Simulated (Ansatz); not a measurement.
The system is NaLaMnMoO6.

```xyz
20
Lattice="3.7945 -3.8493 -0.0001 3.7945 3.8493 -0.0001 -0.0460 0.0000 8.2203" Properties=species:S:1:pos:R:3 pbc="T T T"
Na    3.7600   -0.0493    6.1651
Na    3.7830    0.0493    2.0550
La    3.7600    3.7539    6.1651
La    3.7830   -3.7539    2.0550
Mn    1.8742    1.9246    4.1101
Mn    1.8973   -1.9246    0.0000
Mo    1.8742   -1.9246    4.1101
Mo    1.8973    1.9246    0.0000
O     2.2242   -1.8899    6.0211
O     5.3188    1.8899    2.1991
O     3.7643    1.6891    4.5073
O     3.7787   -1.6891    3.7129
O     6.0251   -0.0155    4.1046
O     1.5179    0.0155    4.1155
O     2.2472    1.8899    1.9109
O     5.2958   -1.8899    6.3092
O     6.0021    0.0155    8.2147
O     1.5409   -0.0155    0.0054
O     3.7557    1.6891    7.8230
O     3.7873   -1.6891    0.3971
```

The cell was built by a generator and needn't be a form met in nature.

Base run:

```yaml
Program: Ansatz 0.2.0
Functional: PBE
Potentials_or_basis: PseudoDojo standard (PBE files)
Cutoff: 1497 eV
Density_cutoff: 5987 eV
k_mesh: 5 × 5 × 4
Occupations: fermi-dirac, width 0.05 eV
Spin: collinear spin, ferromagnetic start
Starting_moments: "[0.0, 0.0, 0.0, 0.0, 4.0, 4.0, 1.0, 1.0, 0.0, 0.0, 0.0, 0.0, 0.0, 0.0, 0.0, 0.0, 0.0, 0.0, 0.0, 0.0] μB"
```

Its results: band gap on the k mesh none (metal or under the smearing width); pressure 0.0 GPa; net moment 7.06 μB per cell; site moments Na -0.00; La -0.01; Mn +3.13; Mo -0.17; O +0.06, +0.02 μB; largest force 0.089 eV/Å.

Problem. The run is repeated on the same cell with these changes: potentials or basis from PseudoDojo standard (PBE files) to Ansatz NC. What comes out?

Solution. Band gap on the k mesh none (metal or under the smearing width); pressure 0.0 GPa; net moment 6.91 μB per cell; site moments Na -0.00; La -0.01; Mn +3.06; Mo -0.17; O +0.06, +0.02 μB; largest force 0.031 eV/Å.

Caveats: semilocal functionals often make such compounds metallic where correlation or magnetic order opens a gap, which also shifts bond lengths; only a ferromagnetic start was run, and an antiferromagnetic order may lie lower in energy.

Not every run made on this cell is shown here.
